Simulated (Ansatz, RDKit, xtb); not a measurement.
**Si2N2H7F: ranking a sample of isomers**

A sample of isomers of Si2N2H7F is drawn. Aim: find which of them has the lowest free energy at 298.15 K, then its properties. The sample is small against all isomers, and the most stable one of this formula need not be in it.

The funnel: GFN2-xTB relaxations, single points with a density functional, relaxations at B3LYP-D3(BJ)/def2-SVP, harmonic vibrations (at GFN2-xTB), and a last energy at a higher level. All values are calculated.

## Step 1: Drawing up candidates

Isomers were taken from a list of plausible structures; this is a sample, not all of them. That gives 3 candidates.

| label | SMILES | spin |
| --- | --- | --- |
| c483 | NN([SiH3])[SiH2]F | singlet |
| c553 | N[Si@@H](F)N[SiH3] | singlet |
| c759 | N[SiH2]N[SiH2]F | singlet |

Candidates are built by distance geometry, with a force field where one applies, in up to four conformers (letters a to d).

Q: Predict the outcome of this search (final energies at CCSD(T)/def2-SVP + MP2/def2-TZVPP - MP2/def2-SVP).

| quantity | value |
| --- | --- |
| lowest structure found | N[Si@@H](F)N[SiH3], singlet |
| next finalist | N[SiH2]N[SiH2]F, singlet, 2.2 kcal/mol higher in G |
| share at equilibrium, among the finalists | 97.5 % |

The search ends on `N[Si@@H](F)N[SiH3]`. The margin, 2.2 kcal/mol, is modest. HF/STO-3G, r2SCAN-D4/def2-SVP, B3LYP-D3(BJ)/def2-SVP, HF/def2-SVP and MP2/def2-SVP already put its bonding pattern lowest among the structures in one piece; GFN2-xTB favours the singlet N[SiH2]N[SiH2]F (c759a, not a finalist). 2 minima inside the window were never screened. The search is not exhaustive (a finite list of starts, one conformer a finalist), so a lower isomer can't be ruled out. Only 3 drawn patterns were tried, so whole families of isomers are missing, and the result ranks this sample alone.
